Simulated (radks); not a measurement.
# As⁵⁺ in [Ne] 3s2 3p5.5 3d10 4p0.5: an all-electron calculation

One table from this session's results is given with a row withheld; the runs are named, their logs left out.

Program: radks (a radial shooting solver on a logarithmic mesh, Libxc functionals) version 1. Level of theory: scalar-relativistic Kohn-Sham, SCAN, spin-polarised, spherical densities, finite nucleus; open shells are filled with parallel spins first. These are calculated values, not measurements, unless marked.

## The system

* element: arsenic (Z = 33)
* charge: +5
* electrons: 28
* configuration: [Ne] 3s2 3p5.5 3d10 4p0.5
* nuclear rms radius: 4.0968 fm

The first run:

Input:

```text
Z 33
configuration [Ne] 3s2 3p5.5 3d10 4p0.5 4s0 4d0 5p0 4f0
relativity scalar-relativistic
functional scan,scan
spin polarised
nucleus finite rms 4.0968 fm
c 137.035999084
```

One of the session's tables, all rows but one given; the rest of the session is left out.

It belongs to the step «Orbitals and density». Radial moments (bohr):

| level | <r> | outermost maximum (interpolated) | 90 % within | nodes |
| --- | --- | --- | --- | --- |
| 1s up | 0.04550 | 0.0297 | 0.0813 | 0 |
| 1s down | 0.04550 | 0.0297 | 0.0813 | 0 |
| 2s up | 0.2024 | 0.170 | 0.313 | 1 |
| 2s down | 0.2024 | 0.170 | 0.313 | 1 |
| 2p up | 0.1771 | 0.136 | 0.289 | 0 |
| 2p down | 0.1771 | 0.136 | 0.289 | 0 |
| 3s up | 0.5934 | 0.520 | 0.883 | 2 |
| 3s down | ? | ? | ? | ? |
| 3p up | 0.6099 | 0.520 | 0.931 | 1 |
| 3p down | 0.6106 | 0.520 | 0.932 | 1 |
| 3d up | 0.6478 | 0.474 | 1.07 | 0 |
| 3d down | 0.6475 | 0.474 | 1.07 | 0 |
| 4s up | 1.600 | 1.45 | 2.31 | 3 |
| 4s down | 1.588 | 1.44 | 2.29 | 3 |
| 4p up | 1.780 | 1.60 | 2.58 | 2 |
| 4p down | 1.773 | 1.59 | 2.58 | 2 |
| 4d up | 2.242 | 2.02 | 3.29 | 1 |
| 4f up | 3.021 | 2.64 | 4.45 | 0 |

**Question.** Estimate the row for 3s down.

The run gave: <r>: 0.5940; outermost maximum (interpolated): 0.521; 90 % within: 0.884; nodes: 2. In the column «<r>» it lies between 3s up (0.5934) and 3p up (0.6099).
